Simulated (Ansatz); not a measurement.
# GeO+ (doublet): the correlation ladder, cc-pVTZ

An exercise on one series of results from a longer session: the logs are not shown, and one member is left open.

Method: cc-pVTZ, core rule «outside noble gas», up to 15 orbitals frozen; program: Ansatz 0.2.0, Gaussian basis.

To be run: UHF; CCSD(T) on ROHF; CCSD(T) on UHF; BCCD(T) on ROHF; CISD; CCSDT(Q) on ROHF; CCSDT(Q) on UHF; CASSCF and MRCISD+Q, 9 electrons in 8 orbitals; CASSCF and NEVPT4(SD), 9 electrons in 8 orbitals; CASSCF and NEVPT2, 9 electrons in 8 orbitals.

15 further runs of the same task are left out: 4 that didn't finish, 11 set aside as unsound or not needed.

## The system

The geometry is a PBE0/def2-TZVP stationary point (not a proven minimum) of the parent state, kept for this charge and spin. No spin-orbit coupling is included. The filled d shell of Ge may be among the frozen orbitals whatever the setting's name suggests; the logs give the count.

2 atoms, charge 1, spin multiplicity 2.

Atoms are counted from 1 here; the program's logs count them from 0.

Bond lengths: Ge1–O2 1.850 Å.

Set-up of the first run:

File in.yaml:

```yaml
crystal:
  periodic: [false, false, false]
  atoms:
    - {symbol: Ge, position_ang: [0.000000, 0.000000, 0.000000]}
    - {symbol: O, position_ang: [0.000000, 0.000000, 1.850446]}
basis:
  gaussian: {orbitals: cc-pVTZ}
total_charge: 1
magnetization: {spin_polarized: true, initial_magnetization: 1}
hamiltonian: {xc: hf}
output: {orbitals: {seedname: orbitals}}
```

Command:

```sh
ansatz run in.yaml --threads 1 --pin off --events-out ev --progress --plain --max-ram 2393MiB
```

Among the steps run: UHF; CCSD(T) on ROHF; CCSD(T) on UHF; BCCD(T) on ROHF; CISD; CCSDT(Q) on ROHF; CCSDT(Q) on UHF; CASSCF and MRCISD+Q, 9 electrons in 8 orbitals; CASSCF and NEVPT4(SD), 9 electrons in 8 orbitals; CASSCF and NEVPT2, 9 electrons in 8 orbitals.

One of the session's tables, all rows but one given; the rest of the session is left out.

| method | from UCCSDT(Q) (meV) |
| --- | --- |
| ROHF | +7881.0 |
| UHF | +7746.3 |
| RMP2 | +890.1 |
| UMP2 | +897.2 |
| RCCSD | +356.1 |
| UCCSD | +352.4 |
| RCCSD(T) | +53.0 |
| UCCSD(T) | +52.9 |
| BCCD(T) | +52.3 |
| RCCSDT | +24.7 |
| UCCSDT | ? |
| RCCSDT(Q) | +9.9 |
| UCCSDT(Q) | 0 |
| CASSCF valence | +5525.9 |
| NEVPT2 valence | +1008.6 |
| NEVPT4(SD) valence | +161.9 |
| MRCISD valence | +363.5 |
| MRCISD+Q valence | +76.7 |

**Question.** Estimate the row for UCCSDT.

As computed: from UCCSDT(Q) (meV): +23.2. In the column «from UCCSDT(Q) (meV)» it lies between RCCSDT(Q) (+9.9) and RCCSDT (+24.7).

Not comparable, so not listed: CISD (they don't share determinant, frozen orbitals or solution with the rows shown, or repeat one).

Caveats from the session: Restricted and unrestricted rows rest on different reference determinants; where their highest levels disagree by more than a few hundredths of an eV, they describe different states and don't form one ladder.
